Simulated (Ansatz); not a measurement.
# ClHMgSe: functionals against CCSD(T) at one geometry

One table from this session's results is given with a row withheld; the runs are named, their logs left out.

Method: single points in def2-TZVPP; program: Ansatz 0.2.0, Gaussian basis.

Cores are frozen in the correlated methods. Filled d shells of the heavier atoms are correlated. The outer core shell of Li, Na, Mg and K is correlated.

### Where the work starts

SMILES `[Cl][Mg][SeH]`, 4 atoms, charge 0, spin multiplicity 1.

Atoms are counted from 1 here; the program's logs count them from 0.

Bond lengths: Cl1–Mg2 2.136 Å, Mg2–Se3 2.500 Å, Se3–H4 1.350 Å. Angles: Cl1–Mg2–Se3 140.6°, Mg2–Se3–H4 94.7°.

Coordinates:

```xyz
4

Cl   -2.6260    1.0294    0.7570
Mg   -0.8735    0.2452   -0.1789
Se    1.4186   -0.5724    0.3928
H     1.8094   -0.7127   -0.8914
```

The first run:

The input, run/in.yaml:

```yaml
crystal:
  periodic: [false, false, false]
  atoms:
    - {symbol: Cl, position_ang: [-2.626000, 1.029400, 0.757000]}
    - {symbol: Mg, position_ang: [-0.873500, 0.245200, -0.178900]}
    - {symbol: Se, position_ang: [1.418600, -0.572400, 0.392800]}
    - {symbol: H, position_ang: [1.809400, -0.712700, -0.891400]}
basis:
  gaussian: {orbitals: def2-TZVPP}
correlation: {method: ccsd_t}
output: {forces: true}
```

Launch:

```bash
ansatz run in.yaml --threads 4 --pin off --events-out ev --progress --plain --max-ram 5222MiB
```

Among the steps run: CCSD(T)/def2-TZVPP; PBE0-D4/def2-TZVPP; wB97M-V/def2-TZVPP; r2SCAN-D4/def2-TZVPP; PBE-D4/def2-TZVPP; HSE06-D4/def2-TZVPP; r2SCAN0-D4/def2-TZVPP.

One of the session's tables, all rows but one given; the rest of the session is left out.

| method | RMS force component (eV/Å) | angle to CCSD(T) forces (°) | dipole (D) |
| --- | --- | --- | --- |
| CCSD(T) | 1.425 | reference | 3.76 |
| PBE0-D4 | 1.476 | 2.0 | 3.65 |
| wB97M-V | 1.443 | 1.1 | 3.69 |
| r2SCAN-D4 | 1.453 | 1.4 | 3.65 |
| PBE-D4 | 1.563 | 3.7 | 3.38 |
| HSE06-D4 | ? | ? | ? |
| r2SCAN0-D4 | 1.408 | 2.4 | 3.79 |

Q: Estimate the row for HSE06-D4 from the others.

**Answer.** RMS force component (eV/Å): 1.477; angle to CCSD(T) forces (°): 1.9; dipole (D): 3.64. In the column «RMS force component (eV/Å)» it lies between PBE0-D4 (1.476) and PBE-D4 (1.563).
